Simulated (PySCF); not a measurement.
# From one method to the next for NaTe

What do other methods print for NaTe?

Method: method and basis as typed in the scripts; program: PySCF 2.14.0.

3 further runs of the same task are left out: 1 for a known fault of the program, 2 that didn't finish.

## 1. Starting geometry

NaTe: 2 atoms, charge 0, spin multiplicity 2.

Bond lengths: Na1–Te2 2.423 Å.

## 2. Base script

input.py

```python
from pyscf import gto, scf, mp

mol = gto.M(
    atom='Na 0 0 0; Te 0 0 2.423',
    basis='crenbl',
    ecp={'Na': 'crenbl', 'Te': 'crenbl'},
    charge=0,
    spin=1,
    verbose=3,
)
mf = scf.UHF(mol)
mf.kernel()
mp.MP2(mf).kernel()
mf.dip_moment()
print('orbital energies (hartree):', [e[max(0, n-3):n+3].round(4) for e, n in zip(mf.mo_energy, mol.nelec)])
```

Run with:

```bash
OMP_NUM_THREADS=1 python input.py
```

## 3. SCF alone

Variant 1 changes step after the SCF: mp2 → none.

input.py, as its differences from that of step 2:

```diff
@@ -1,2 +1,2 @@
-from pyscf import gto, scf, mp
+from pyscf import gto, scf
 
@@ -12,3 +12,2 @@
 mf.kernel()
-mp.MP2(mf).kernel()
 mf.dip_moment()
```

## 4. M062x (UKS)

Variant 2 changes functional: none (Hartree–Fock) → m062x; SCF type: UHF → UKS; step after the SCF: mp2 → analyze.

input.py, as its differences from that of step 2:

```diff
@@ -1,2 +1,2 @@
-from pyscf import gto, scf, mp
+from pyscf import gto, dft
 
@@ -10,5 +10,5 @@
 )
-mf = scf.UHF(mol)
+mf = dft.UKS(mol, xc='m062x')
 mf.kernel()
-mp.MP2(mf).kernel()
+mf.mulliken_pop()
 mf.dip_moment()
```

## 5. Hf,lyp (UKS)

Variant 3 changes functional: none (Hartree–Fock) → hf,lyp; SCF type: UHF → UKS; step after the SCF: mp2 → analyze.

input.py, as its differences from that of step 2:

```diff
@@ -1,2 +1,2 @@
-from pyscf import gto, scf, mp
+from pyscf import gto, dft
 
@@ -10,5 +10,5 @@
 )
-mf = scf.UHF(mol)
+mf = dft.UKS(mol, xc='hf,lyp')
 mf.kernel()
-mp.MP2(mf).kernel()
+mf.mulliken_pop()
 mf.dip_moment()
```

## 6. Scan (UKS)

Variant 4 changes functional: none (Hartree–Fock) → scan; SCF type: UHF → UKS; step after the SCF: mp2 → analyze.

input.py, as its differences from that of step 2:

```diff
@@ -1,2 +1,2 @@
-from pyscf import gto, scf, mp
+from pyscf import gto, dft
 
@@ -10,5 +10,5 @@
 )
-mf = scf.UHF(mol)
+mf = dft.UKS(mol, xc='scan')
 mf.kernel()
-mp.MP2(mf).kernel()
+mf.mulliken_pop()
 mf.dip_moment()
```

## 7. Stability test

Variant 5 changes step after the SCF: mp2 → stability.

input.py, as its differences from that of step 2:

```diff
@@ -1,2 +1,2 @@
-from pyscf import gto, scf, mp
+from pyscf import gto, scf
 
@@ -12,3 +12,3 @@
 mf.kernel()
-mp.MP2(mf).kernel()
+mf.stability(internal=True, external=True)
 mf.dip_moment()
```

**Question.** What will these runs give? Wanted: for each run, E(SCF); from base; SCF dipole; after the SCF.

As calculated:

```csv
run,E(SCF) (hartree),from base (eV),SCF dipole (D),after the SCF
base,-141.805498,0,8.91,MP2 correlation -9.034 eV
SCF alone,-141.805498,0.0000,8.91,n/a
m062x (UKS),-143.952189,not comparable,8.27,n/a
"hf,lyp (UKS)",-142.680673,not comparable,8.94,n/a
scan (UKS),-143.847777,not comparable,7.97,n/a
stability test,-141.805498,0.0000,8.91,unstable: UHF/UKS -> GHF/GKS
```

**Reading.** A lower total energy from another functional means nothing by itself. The dearest run is “scan (UKS)”, at 5 s against 1.2 s.
